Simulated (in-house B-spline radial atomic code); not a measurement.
# Ru⁸⁺: a scan of exact exchange under G0W0

Aim: vary the share of exact exchange in a PBE-based start for Ru⁸⁺ and follow the mean-field level, the G0W0 level and the RPA energy.

Method: RPA, second order, AC-SOSEX and G0W0 (contour deformation) on a scalar-relativistic mean field, all electrons; no spin-orbit coupling, Breit or QED terms, no two-electron picture change. Code: an in-house B-spline radial atomic code, version 1.

**1. Starting point**

- element: ruthenium (Z = 44)
- charge: +8
- electrons: 36
- configuration: [Ar] 3d10 4s2 4p6
- Hamiltonian: scalar-relativistic (spin-free one-electron X2C), finite nucleus
- shares of exact exchange: 0.00, 0.10, 0.20, 0.30, 0.40, 0.50, 0.60, 0.70, 0.80, 0.90, 1.00

Outer shells as boxes (Hund's rule):

Ru8+
```
[Ar] core
3d [↑↓][↑↓][↑↓][↑↓][↑↓]
4s [↑↓]
4p [↑↓][↑↓][↑↓]
```

**2. The run with 0 % exact exchange**

Settings, as recorded:

```ini
Z = 44
electrons = 36.0
configuration = [Ar] 3d10 4s2 4p6
hamiltonian = x2c
method = pbeh
lmax = 9
exact_exchange_fraction = 0.0
rms_radius = 4.4809
spin_polarised = False
box_radius = 7.7
intervals = 66
```

The run is started by

```console
$ python run_gw.py task.json out
```

The settings of every run stand in task.json; they run in order.

Main fields of the result record, rounded:

```text
{
  "status": "converged",
  "energies [hartree]": {
    "mean_field": -4513.750153,
    "exx_total": -4512.194974,
    "exchange": -128.2823389,
    "rpa": -2.817572,
    "rpa_summed": -2.7810844,
    "direct_second_order": -3.1454618,
    "second_order_exchange": 0.90081293,
    "sosex": 0.84472476
  },
  "rpa_by_multipole [hartree]": [-0.567287, -1.06183, -0.493111, -0.328529, -0.159999, -0.0871859, -0.0432114, -0.0239346, -0.0111198, -0.00386964, -0.000903414, -0.000108107],
  "polarisability [bohr^3: independent particles, RPA]": [1.84685, 1.09287],
  "gap [hartree]": 1.805487,
  "levels [hartree]": [
    {"name": "4p", "occ": 1, "e": -6.217289, "sx": -1.588838, "vxc": -1.220175, "sc": -0.02759724, "z": 0.9632183, "qp": -6.614988, "tail": -0.001439243},
    {"name": "3d", "occ": 1, "e": -15.02083, "sx": -4.430381, "vxc": -3.262208, "sc": 0.2676554, "z": 0.9083232, "qp": -15.92404, "tail": -0.002684745},
    {"name": "4d", "occ": 0, "e": -4.411802, "sx": -0.6117172, "vxc": -1.023225, "sc": -0.09652753, "z": 0.9713696, "qp": -4.098381, "tail": -0.001558556}
  ]
}
```

Run time: 3.8 s. Hardware: 1 thread, shared host.

In the record, exx_total is the Hartree-Fock functional on the start's orbitals, rpa_summed the RPA energy up to lmax and rpa the same with the tail beyond it, gap the smallest same-spin excitation energy of the start. For a level, e is the start's value, sx and sc the exchange and correlation self-energies, vxc the start's own term, z the quasi-particle weight, and qp = e + sx − vxc + sc + tail. Deeper levels of weight under 0.85 meet poles of the self-energy and are not shown.

The 4p level moves from -169.18 to -180.00 eV (weight 0.96).

The largest part of the RPA energy comes from multipole 1 (38 % of the sum).

**3. The run with 10 % exact exchange**

The settings differ from step 2 so:

```diff
@@ -6,3 +6,3 @@
 lmax = 9
-exact_exchange_fraction = 0.0
+exact_exchange_fraction = 0.1
 rms_radius = 4.4809
```

Main fields:

```text
{
  "status": "converged",
  "energies [hartree]": {
    "mean_field": -4513.785576,
    "exx_total": -4512.199474,
    "exchange": -128.291429,
    "rpa": -2.7946808,
    "rpa_summed": -2.7582436,
    "direct_second_order": -3.1119456,
    "second_order_exchange": 0.89181164,
    "sosex": 0.83772092
  },
  "rpa_by_multipole [hartree]": [-0.562541, -1.05181, -0.489084, -0.325882, -0.159123, -0.0868477, -0.0430941, -0.0238864, -0.0111007, -0.00386413, -0.000902294, -0.000108053],
  "polarisability [bohr^3: independent particles, RPA]": [1.77497, 1.06783],
  "gap [hartree]": 1.884114,
  "levels [hartree]": [
    {"name": "4p", "occ": 1, "e": -6.260458, "sx": -1.58685, "vxc": -1.261352, "sc": -0.02901263, "z": 0.9652474, "qp": -6.616407, "tail": -0.001438409},
    {"name": "3d", "occ": 1, "e": -15.14405, "sx": -4.430908, "vxc": -3.386847, "sc": 0.2543103, "z": 0.9357582, "qp": -15.93657, "tail": -0.002763093},
    {"name": "4d", "occ": 0, "e": -4.376344, "sx": -0.6071684, "vxc": -0.9814351, "sc": -0.09414664, "z": 0.9728588, "qp": -4.097775, "tail": -0.001550182}
  ]
}
```

Wall time 3.8 s (1 thread, shared host).

The 4p level moves from -170.36 to -180.04 eV (weight 0.97).

**4. The run with 20 % exact exchange**

The settings differ from step 3 so:

```diff
@@ -6,3 +6,3 @@
 lmax = 9
-exact_exchange_fraction = 0.1
+exact_exchange_fraction = 0.2
 rms_radius = 4.4809
```

Main fields:

```text
{
  "status": "converged",
  "energies [hartree]": {
    "mean_field": -4513.821495,
    "exx_total": -4512.203457,
    "exchange": -128.3004797,
    "rpa": -2.7724846,
    "rpa_summed": -2.7360978,
    "direct_second_order": -3.079857,
    "second_order_exchange": 0.88320908,
    "sosex": 0.83096545
  },
  "rpa_by_multipole [hartree]": [-0.557884, -1.04217, -0.485175, -0.323323, -0.158263, -0.0865135, -0.0429777, -0.0238386, -0.0110818, -0.00385864, -0.000901177, -0.000107999],
  "polarisability [bohr^3: independent particles, RPA]": [1.70878, 1.04399],
  "gap [hartree]": 1.962567,
  "levels [hartree]": [
    {"name": "4p", "occ": 1, "e": -6.303612, "sx": -1.584882, "vxc": -1.30252, "sc": -0.03027535, "z": 0.9670902, "qp": -6.617688, "tail": -0.001437305},
    {"name": "3d", "occ": 1, "e": -15.26734, "sx": -4.431432, "vxc": -3.511555, "sc": 0.2439148, "z": 0.9358818, "qp": -15.94606, "tail": -0.002760837},
    {"name": "4d", "occ": 0, "e": -4.341045, "sx": -0.6026609, "vxc": -0.9400098, "sc": -0.09188482, "z": 0.9742297, "qp": -4.097123, "tail": -0.001541641}
  ]
}
```

Wall time 3.8 s (1 thread, shared host).

Highest level 4p: -171.53 eV in the start, -180.08 eV after G0W0, weight 0.97.

**5. The run with 30 % exact exchange**

The settings differ from step 4 so:

```diff
@@ -6,3 +6,3 @@
 lmax = 9
-exact_exchange_fraction = 0.2
+exact_exchange_fraction = 0.3
 rms_radius = 4.4809
```

Main fields:

```text
{
  "status": "converged",
  "energies [hartree]": {
    "mean_field": -4513.857908,
    "exx_total": -4512.206928,
    "exchange": -128.3094916,
    "rpa": -2.7509357,
    "rpa_summed": -2.714599,
    "direct_second_order": -3.0490662,
    "second_order_exchange": 0.87496851,
    "sosex": 0.82443921
  },
  "rpa_by_multipole [hartree]": [-0.553315, -1.03288, -0.481377, -0.320845, -0.157419, -0.0861832, -0.0428622, -0.0237909, -0.0110628, -0.00385317, -0.000900064, -0.000107946],
  "polarisability [bohr^3: independent particles, RPA]": [1.6476, 1.02125],
  "gap [hartree]": 2.040848,
  "levels [hartree]": [
    {"name": "4p", "occ": 1, "e": -6.34675, "sx": -1.582936, "vxc": -1.343677, "sc": -0.03140698, "z": 0.968771, "qp": -6.618851, "tail": -0.001435671},
    {"name": "3d", "occ": 1, "e": -15.39069, "sx": -4.431955, "vxc": -3.636331, "sc": 0.2334372, "z": 0.9514378, "qp": -15.95568, "tail": -0.00280531},
    {"name": "4d", "occ": 0, "e": -4.305902, "sx": -0.598194, "vxc": -0.8989422, "sc": -0.08973426, "z": 0.9754955, "qp": -4.096421, "tail": -0.001533387}
  ]
}
```

Wall time 3.7 s (1 thread, shared host).

G0W0 moves 4p down by 7.40 eV, to -180.11 eV.

**6. The run with 40 % exact exchange**

The settings differ from step 5 so:

```diff
@@ -6,3 +6,3 @@
 lmax = 9
-exact_exchange_fraction = 0.3
+exact_exchange_fraction = 0.4
 rms_radius = 4.4809
```

Main fields:

```text
{
  "status": "converged",
  "energies [hartree]": {
    "mean_field": -4513.894812,
    "exx_total": -4512.209892,
    "exchange": -128.3184651,
    "rpa": -2.7299937,
    "rpa_summed": -2.6937068,
    "direct_second_order": -3.0194634,
    "second_order_exchange": 0.86705817,
    "sosex": 0.81812534
  },
  "rpa_by_multipole [hartree]": [-0.54883, -1.02391, -0.477683, -0.318443, -0.15659, -0.0858569, -0.0427478, -0.0237436, -0.011044, -0.00384773, -0.000898956, -0.000107892],
  "polarisability [bohr^3: independent particles, RPA]": [1.59088, 0.999532],
  "gap [hartree]": 2.118958,
  "levels [hartree]": [
    {"name": "4p", "occ": 1, "e": -6.389871, "sx": -1.581009, "vxc": -1.384825, "sc": -0.03241632, "z": 0.9703096, "qp": -6.619906, "tail": -0.001434321},
    {"name": "3d", "occ": 1, "e": -15.5141, "sx": -4.432475, "vxc": -3.761175, "sc": 0.2240479, "z": 0.9552407, "qp": -15.96417, "tail": -0.002813807},
    {"name": "4d", "occ": 0, "e": -4.270913, "sx": -0.5937669, "vxc": -0.8582258, "sc": -0.08768177, "z": 0.976667, "qp": -4.095661, "tail": -0.001524477}
  ]
}
```

Wall time 3.8 s (1 thread, shared host).

G0W0 moves 4p down by 6.26 eV, to -180.14 eV.

**7. The run with 50 % exact exchange**

The settings differ from step 6 so:

```diff
@@ -6,3 +6,3 @@
 lmax = 9
-exact_exchange_fraction = 0.4
+exact_exchange_fraction = 0.5
 rms_radius = 4.4809
```

Main fields:

```text
{
  "status": "converged",
  "energies [hartree]": {
    "mean_field": -4513.932205,
    "exx_total": -4512.212354,
    "exchange": -128.3274006,
    "rpa": -2.7096201,
    "rpa_summed": -2.673383,
    "direct_second_order": -2.9909508,
    "second_order_exchange": 0.85945042,
    "sosex": 0.81200886
  },
  "rpa_by_multipole [hartree]": [-0.544427, -1.01524, -0.474087, -0.316112, -0.155776, -0.0855344, -0.0426342, -0.0236966, -0.0110253, -0.00384231, -0.00089785, -0.000107838],
  "polarisability [bohr^3: independent particles, RPA]": [1.53814, 0.978777],
  "gap [hartree]": 2.1969,
  "levels [hartree]": [
    {"name": "4p", "occ": 1, "e": -6.432977, "sx": -1.579103, "vxc": -1.425963, "sc": -0.03332014, "z": 0.9717229, "qp": -6.620869, "tail": -0.00143273},
    {"name": "4s", "occ": 1, "e": -7.752132, "sx": -1.925846, "vxc": -1.645972, "sc": 0.1909864, "z": 0.8602082, "qp": -7.842246, "tail": -0.001224826},
    {"name": "3d", "occ": 1, "e": -15.63758, "sx": -4.432992, "vxc": -3.886086, "sc": 0.2152648, "z": 0.9569667, "qp": -15.97204, "tail": -0.002816194},
    {"name": "4d", "occ": 0, "e": -4.236077, "sx": -0.5893787, "vxc": -0.8178543, "sc": -0.08572183, "z": 0.9777538, "qp": -4.094839, "tail": -0.001515493}
  ]
}
```

Run time: 3.7 s. Hardware: 1 thread, shared host.

Highest level 4p: -175.05 eV in the start, -180.16 eV after G0W0, weight 0.97.

**8. The run with 60 % exact exchange**

The settings differ from step 7 so:

```diff
@@ -6,3 +6,3 @@
 lmax = 9
-exact_exchange_fraction = 0.5
+exact_exchange_fraction = 0.6
 rms_radius = 4.4809
```

Main fields:

```text
{
  "status": "converged",
  "energies [hartree]": {
    "mean_field": -4513.970084,
    "exx_total": -4512.214319,
    "exchange": -128.3362985,
    "rpa": -2.6897811,
    "rpa_summed": -2.6535936,
    "direct_second_order": -2.9634434,
    "second_order_exchange": 0.85212104,
    "sosex": 0.80607645
  },
  "rpa_by_multipole [hartree]": [-0.540103, -1.00685, -0.470585, -0.313846, -0.154977, -0.0852156, -0.0425216, -0.0236499, -0.0110067, -0.00383691, -0.000896749, -0.000107784],
  "polarisability [bohr^3: independent particles, RPA]": [1.48896, 0.958915],
  "gap [hartree]": 2.274675,
  "levels [hartree]": [
    {"name": "4p", "occ": 1, "e": -6.476066, "sx": -1.577216, "vxc": -1.467092, "sc": -0.03412999, "z": 0.9730252, "qp": -6.621751, "tail": -0.001430938},
    {"name": "4s", "occ": 1, "e": -7.820963, "sx": -1.923731, "vxc": -1.71264, "sc": 0.1768933, "z": 0.8757913, "qp": -7.856406, "tail": -0.001245424},
    {"name": "3d", "occ": 1, "e": -15.76113, "sx": -4.433508, "vxc": -4.011064, "sc": 0.2070694, "z": 0.9582831, "qp": -15.97932, "tail": -0.002818173},
    {"name": "4d", "occ": 0, "e": -4.201392, "sx": -0.5850288, "vxc": -0.7778218, "sc": -0.08384748, "z": 0.9787644, "qp": -4.093953, "tail": -0.001506442}
  ]
}
```

Wall time 3.7 s (1 thread, shared host).

Highest level 4p: -176.22 eV in the start, -180.19 eV after G0W0, weight 0.97.

**9. The run with 70 % exact exchange**

The settings differ from step 8 so:

```diff
@@ -6,3 +6,3 @@
 lmax = 9
-exact_exchange_fraction = 0.6
+exact_exchange_fraction = 0.7
 rms_radius = 4.4809
```

Main fields:

```text
{
  "status": "converged",
  "energies [hartree]": {
    "mean_field": -4514.008448,
    "exx_total": -4512.21579,
    "exchange": -128.3451592,
    "rpa": -2.6704462,
    "rpa_summed": -2.634308,
    "direct_second_order": -2.9368664,
    "second_order_exchange": 0.84504873,
    "sosex": 0.80031615
  },
  "rpa_by_multipole [hartree]": [-0.535856, -0.998712, -0.467171, -0.311642, -0.15419, -0.0849003, -0.0424098, -0.0236034, -0.0109882, -0.00383154, -0.000895651, -0.00010773],
  "polarisability [bohr^3: independent particles, RPA]": [1.443, 0.939891],
  "gap [hartree]": 2.352285,
  "levels [hartree]": [
    {"name": "4p", "occ": 1, "e": -6.51914, "sx": -1.575348, "vxc": -1.508213, "sc": -0.03485587, "z": 0.9742287, "qp": -6.62256, "tail": -0.001428979},
    {"name": "4s", "occ": 1, "e": -7.889771, "sx": -1.921631, "vxc": -1.779277, "sc": 0.1644743, "z": 0.8889616, "qp": -7.868912, "tail": -0.001261155},
    {"name": "3d", "occ": 1, "e": -15.88474, "sx": -4.434021, "vxc": -4.136109, "sc": 0.1988965, "z": 0.9552341, "qp": -15.98656, "tail": -0.002805754},
    {"name": "4d", "occ": 0, "e": -4.166855, "sx": -0.5807164, "vxc": -0.7381223, "sc": -0.08205247, "z": 0.979706, "qp": -4.092999, "tail": -0.001497332}
  ]
}
```

Run time: 3.7 s. Hardware: 1 thread, shared host.

G0W0 moves 4p down by 2.81 eV, to -180.21 eV.

**10. The run with 80 % exact exchange**

The settings differ from step 9 so:

```diff
@@ -6,3 +6,3 @@
 lmax = 9
-exact_exchange_fraction = 0.7
+exact_exchange_fraction = 0.8
 rms_radius = 4.4809
```

Main fields:

```text
{
  "status": "converged",
  "energies [hartree]": {
    "mean_field": -4514.047293,
    "exx_total": -4512.216774,
    "exchange": -128.3539832,
    "rpa": -2.6515876,
    "rpa_summed": -2.6154985,
    "direct_second_order": -2.9111535,
    "second_order_exchange": 0.83821461,
    "sosex": 0.79471724
  },
  "rpa_by_multipole [hartree]": [-0.531684, -0.990818, -0.463841, -0.309496, -0.153417, -0.0845887, -0.042299, -0.0235572, -0.0109698, -0.00382619, -0.000894557, -0.000107676],
  "polarisability [bohr^3: independent particles, RPA]": [1.39993, 0.921649],
  "gap [hartree]": 2.429732,
  "levels [hartree]": [
    {"name": "4p", "occ": 1, "e": -6.562198, "sx": -1.573498, "vxc": -1.549324, "sc": -0.03550651, "z": 0.9753441, "qp": -6.623306, "tail": -0.001426877},
    {"name": "4s", "occ": 1, "e": -7.958555, "sx": -1.919547, "vxc": -1.845884, "sc": 0.1534651, "z": 0.9001542, "qp": -7.880026, "tail": -0.001272847},
    {"name": "4d", "occ": 0, "e": -4.132466, "sx": -0.5764406, "vxc": -0.69875, "sc": -0.08033118, "z": 0.9805852, "qp": -4.091976, "tail": -0.001488169}
  ]
}
```

It took 3.6 s on 1 thread, shared host.

Highest level 4p: -178.57 eV in the start, -180.23 eV after G0W0, weight 0.98.

**11. The run with 90 % exact exchange**

The settings differ from step 10 so:

```diff
@@ -6,3 +6,3 @@
 lmax = 9
-exact_exchange_fraction = 0.8
+exact_exchange_fraction = 0.9
 rms_radius = 4.4809
```

Main fields:

```text
{
  "status": "converged",
  "energies [hartree]": {
    "mean_field": -4514.086618,
    "exx_total": -4512.217274,
    "exchange": -128.3627708,
    "rpa": -2.6331798,
    "rpa_summed": -2.5971397,
    "direct_second_order": -2.8862455,
    "second_order_exchange": 0.83160191,
    "sosex": 0.78926999
  },
  "rpa_by_multipole [hartree]": [-0.527585, -0.98315, -0.46059, -0.307404, -0.152656, -0.0842805, -0.042189, -0.0235113, -0.0109514, -0.00382085, -0.000893467, -0.000107622],
  "polarisability [bohr^3: independent particles, RPA]": [1.3595, 0.904143],
  "gap [hartree]": 2.507017,
  "levels [hartree]": [
    {"name": "4p", "occ": 1, "e": -6.605241, "sx": -1.571667, "vxc": -1.590426, "sc": -0.03608953, "z": 0.9763802, "qp": -6.623996, "tail": -0.001424654},
    {"name": "4s", "occ": 1, "e": -8.027316, "sx": -1.917477, "vxc": -1.91246, "sc": 0.1436487, "z": 0.9097232, "qp": -7.889968, "tail": -0.001283781},
    {"name": "4d", "occ": 0, "e": -4.098223, "sx": -0.5722006, "vxc": -0.6596996, "sc": -0.07867855, "z": 0.9814074, "qp": -4.090882, "tail": -0.001478959}
  ]
}
```

Wall time 3.6 s (1 thread, shared host).

Highest level 4p: -179.74 eV in the start, -180.25 eV after G0W0, weight 0.98.

**12. The run with 100 % exact exchange**

The settings differ from step 11 so:

```diff
@@ -6,3 +6,3 @@
 lmax = 9
-exact_exchange_fraction = 0.9
+exact_exchange_fraction = 1.0
 rms_radius = 4.4809
```

Main fields:

```text
{
  "status": "converged",
  "energies [hartree]": {
    "mean_field": -4514.126421,
    "exx_total": -4512.217296,
    "exchange": -128.3715224,
    "rpa": -2.6151999,
    "rpa_summed": -2.5792085,
    "direct_second_order": -2.8620897,
    "second_order_exchange": 0.82519562,
    "sosex": 0.78396564
  },
  "rpa_by_multipole [hartree]": [-0.523556, -0.975696, -0.457415, -0.305365, -0.151908, -0.0839756, -0.0420798, -0.0234656, -0.0109331, -0.00381554, -0.00089238, -0.000107567],
  "polarisability [bohr^3: independent particles, RPA]": [1.32145, 0.887327],
  "gap [hartree]": 2.584143,
  "levels [hartree]": [
    {"name": "4p", "occ": 1, "e": -6.648267, "sx": -1.569854, "vxc": -1.63152, "sc": -0.03661163, "z": 0.9773451, "qp": -6.624636, "tail": -0.001422328},
    {"name": "4s", "occ": 1, "e": -8.096051, "sx": -1.915424, "vxc": -1.979005, "sc": 0.1348498, "z": 0.9179529, "qp": -7.898912, "tail": -0.001291987},
    {"name": "3d", "occ": 1, "e": -16.25595, "sx": -4.435548, "vxc": -4.511636, "sc": 0.182109, "z": 0.9540554, "qp": -16.00055, "tail": -0.002794443},
    {"name": "4d", "occ": 0, "e": -4.064124, "sx": -0.5679955, "vxc": -0.6209657, "sc": -0.07708998, "z": 0.9821779, "qp": -4.089714, "tail": -0.001469709}
  ]
}
```

It took 3.6 s on 1 thread, shared host.

Highest level 4p: -180.91 eV in the start, -180.27 eV after G0W0, weight 0.98.

**13. Comparison**

```csv
share,level,mean field (eV),G0W0 (eV),weight,RPA (hartree),RPA+SOSEX (hartree),"α, direct RPA (bohr³)",time,miss (eV)
0.00,4p,-169.18,-180.00,0.963,-2.81757,-1.97285,1.093,3.8 s,+1.59
0.10,4p,-170.36,-180.04,0.965,-2.79468,-1.95696,1.068,3.8 s,+1.63
0.20,4p,-171.53,-180.08,0.967,-2.77248,-1.94152,1.044,3.8 s,+1.67
0.30,4p,-172.70,-180.11,0.969,-2.75094,-1.92650,1.021,3.7 s,+1.70
0.40,4p,-173.88,-180.14,0.970,-2.72999,-1.91187,0.9995,3.8 s,+1.73
0.50,4p,-175.05,-180.16,0.972,-2.70962,-1.89761,0.9788,3.7 s,+1.75
0.60,4p,-176.22,-180.19,0.973,-2.68978,-1.88370,0.9589,3.7 s,+1.78
0.70,4p,-177.39,-180.21,0.974,-2.67045,-1.87013,0.9399,3.7 s,+1.80
0.80,4p,-178.57,-180.23,0.975,-2.65159,-1.85687,0.9216,3.6 s,+1.82
0.90,4p,-179.74,-180.25,0.976,-2.63318,-1.84391,0.9041,3.6 s,+1.84
1.00,4p,-180.91,-180.27,0.977,-2.61520,-1.83123,0.8873,3.6 s,+1.86
```

The miss is the G0W0 removal energy (the level with its sign changed) less the semi-empirical ionisation energy, 178.41 eV. Times are single runs on a shared host.

**14. What came out**

```
                                       quantity                                                          value
highest level, mean field (range over the runs)                                          -180.91 to -169.18 eV
      highest level, G0W0 (range over the runs)                                          -180.27 to -180.00 eV
                         RPA correlation energy                                       -2.818 to -2.615 hartree
                                      RPA+SOSEX                                     -1.9728 to -1.8312 hartree
    semi-empirical ionisation energy (4p shell)  178.41 eV (NIST Atomic Spectra Database, ionization energies)
            G0W0 removal energy less that value                                              +1.59 to +1.86 eV
```

**Reading.** Across the starts the mean-field level varies by 11.7 eV and the G0W0 level by 0.26 eV (2.2 % as much). Without exact exchange the level is bound too weakly, and G0W0 lowers it by 11 eV. The correction changes sign near 94 % exact exchange, where the start's level already equals its G0W0 level. RPA gives the most correlation at 0 % exact exchange and the least at 100 % exact exchange (7.2 % apart); over the runs it loosely follows the gap of the start, as smaller excitation energies give more correlation. All runs miss the semi-empirical ionisation energy, 178.41 eV, by about +1.75 eV (+0.98 %), far more than they differ among themselves. Without spin-orbit coupling the level is the average over j, while the tabulated threshold takes the electron from j = 3/2, which is bound less; that pushes the computed values up by a part of the shell's splitting.
